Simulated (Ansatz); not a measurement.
**CH₄BrClSi: up Jacob's ladder to CCSD(T)**

How much do the methods differ for CH₄BrClSi? The plan is to run it at one geometry with functionals of several rungs and with coupled cluster. The yardstick is the atomisation energy at the CCSD(T) limit.

Computed with Ansatz 0.2.0, Gaussian basis. Level: functionals in def2-TZVPP, the program's frozen cores in correlated methods.

Plan: PBE-D4, r2SCAN-D4, PBE0-D4, B3LYP-D4, ωB97X-V, ωB97M-V, B2PLYP; CCSD(T)/def2-TZVPP; MP2/def2-QZVPP; extrapolation to the limit.

### 1 The geometry

All runs share one geometry, relaxed beforehand with PBE0-D4 in a triple-zeta def2 set.

8 atoms, charge 0, spin multiplicity 1.

Atoms are counted from 1 here; the program's logs count them from 0.

Bond lengths: Cl1–C2 1.780 Å, C2–Si3 1.876 Å, C2–H5 1.090 Å, C2–H6 1.092 Å, Si3–Br4 2.214 Å, Si3–H7 1.484 Å, Si3–H8 1.479 Å. Angles: Cl1–C2–Si3 110.8°, Cl1–C2–H5 108.0°, Cl1–C2–H6 107.9°, Si3–C2–H5 111.5°, Si3–C2–H6 110.1°, H5–C2–H6 108.4°, C2–Si3–Br4 109.7°, C2–Si3–H7 109.0°, C2–Si3–H8 110.2°, Br4–Si3–H7 108.0°, Br4–Si3–H8 108.7°, H7–Si3–H8 111.1°.

### 2 PBE-D4 (GGA)

in.yaml

```yaml
crystal:
  periodic: [false, false, false]
  atoms:
    - {symbol: Cl, position_ang: [-1.079088, 1.417798, 1.328323]}
    - {symbol: C, position_ang: [-0.574553, 0.755068, -0.244281]}
    - {symbol: Si, position_ang: [0.676511, -0.624743, -0.016214]}
    - {symbol: Br, position_ang: [-0.278756, -2.337531, 1.010380]}
    - {symbol: H, position_ang: [-1.466303, 0.403657, -0.764355]}
    - {symbol: H, position_ang: [-0.134873, 1.568904, -0.825171]}
    - {symbol: H, position_ang: [1.135969, -1.086537, -1.349386]}
    - {symbol: H, position_ang: [1.813193, -0.153716, 0.804804]}
basis:
  gaussian: {orbitals: def2-TZVPP}
hamiltonian: {xc: pbe, dispersion: d4}
output: {forces: true, orbitals: {seedname: orbitals}}
```

On the command line:

```sh
$ ansatz run in.yaml --threads 4 --pin off --events-out ev --progress --plain --max-ram 10444MiB
```

The runs that follow: r2SCAN-D4 (meta-GGA); PBE0-D4 (hybrid); B3LYP-D4 (hybrid); ωB97X-V (range-separated); ωB97M-V (range-separated); B2PLYP (double hybrid); CCSD(T) in def2-TZVPP; MP2 in def2-QZVPP.

**Question.** What will the summary of the whole plan be? Wanted: atomisation energy, CCSD(T)/CBS; farthest; mean size of error, hybrid; mean size of error, range-separated; gap, smallest and largest; T1 diagnostic; triples share of the correlation energy.

As calculated:

```
                               quantity                                         value
        atomisation energy, CCSD(T)/CBS                                608.0 kcal/mol
functionals within 6.1 kcal/mol (1.0 %)  PBE-D4, r2SCAN-D4, PBE0-D4, ωB97X-V, ωB97M-V
                               farthest                       B2PLYP (-13.1 kcal/mol)
             mean size of error, hybrid                                  4.7 kcal/mol
    mean size of error, range-separated                                  0.8 kcal/mol
              gap, smallest and largest          5.68 eV (PBE-D4), 12.42 eV (ωB97X-V)
                          T1 diagnostic                                        0.0083
triples share of the correlation energy                                         3.7 %
```

**Reading.** PBE-D4 misses by +2.8 kcal/mol. Double hybrids carry the basis error of their MP2 part in triple zeta, and no dispersion term here, so their miss is partly the set-up's. The reference freezes the cores and leaves out relativity and excitations past (T), and its outer-core shells are covered unevenly, so misses under about 6.1 kcal/mol can't be ranked. All levels share the lack of spin-orbit coupling, which lowers the free heavy atoms and so the true binding. Hartree-Fock recovers 74 % of the binding; the rest is correlation. The gap grows from 5.7 to 12.4 eV across the functionals, mostly with the share of exact exchange. Correlated methods include outer-core shells of Br, which these sets cover unevenly.
